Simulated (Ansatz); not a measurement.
Run this with Ansatz 0.2.0 through its Python package and show what comes out.

The script, `hsn_states.py`:
```python
"""Restricted and unrestricted solutions of HSn(-), stretched and not."""

import ansatz as az
from ase import Atoms
import numpy as np

atoms = Atoms(["Sn", "H"], positions=[
    (0.0, 0.0, 0.0),
    (0.0, 0.0, 1.77),
])
system = az.Crystal.molecule_from_ase(atoms)
symbols = [site.symbol for site in system.cartesian_sites]

start = np.array([site.position_ang for site in system.cartesian_sites])
for factor in [1.0, 1.25, 1.6]:
    xyz = (start - start.mean(axis=0)) * factor
    scaled = az.Crystal.molecule()
    for symbol, place in zip(symbols, xyz):
        scaled = scaled.atom(symbol, place.tolist())
    base = (
        scaled.calculation()
        .basis(gaussian="def2-SVP")
        .functional("pbe")
        .charge(-1)
        .spin("collinear", total=2)
    )
    for search in ("off", "standard"):
        try:
            data = base.scf(lower_state_search=search).run().report
        except az.AnsatzError as error:
            print(f"x{factor} search {search}: {type(error).__name__}")
            continue
        state = data["mean_field"]["state"]
        print(f"all distances x{factor}, search {search:8s} E = {data['free_energy_ev']:.5f} eV  <S^2> = {abs(state['spin_squared']):.3f}  other states met: {len(data['mean_field']['others'])}")
```

`python hsn_states.py` gives:
```text
all distances x1.0, search off      E = -5847.04497 eV  <S^2> = 2.004  other states met: 0
all distances x1.0, search standard E = -5847.04497 eV  <S^2> = 2.004  other states met: 0
all distances x1.25, search off      E = -5846.74450 eV  <S^2> = 2.009  other states met: 0
all distances x1.25, search standard E = -5846.74450 eV  <S^2> = 2.009  other states met: 0
all distances x1.6, search off      E = -5845.86937 eV  <S^2> = 2.062  other states met: 0
all distances x1.6, search standard E = -5845.86937 eV  <S^2> = 2.062  other states met: 2
```

Notes:
- Total energies depend on the basis set; only differences at equal settings carry meaning.
- The count of other states can hold repeated and symmetry-equivalent ends of the search; scaling all distances is a test, and for more than two atoms no physical path.
- def2 sets replace the cores of elements past krypton by effective core potentials.
- The species is open-shell (spin multiplicity 3).
- The spin state was assumed, and another may lie lower.
- Anions want diffuse functions, which this basis lacks.
- Wall time of the script: 5.3 s on 1 thread of Arm Neoverse N1, with other jobs on the host, peak memory 0.16 GiB.
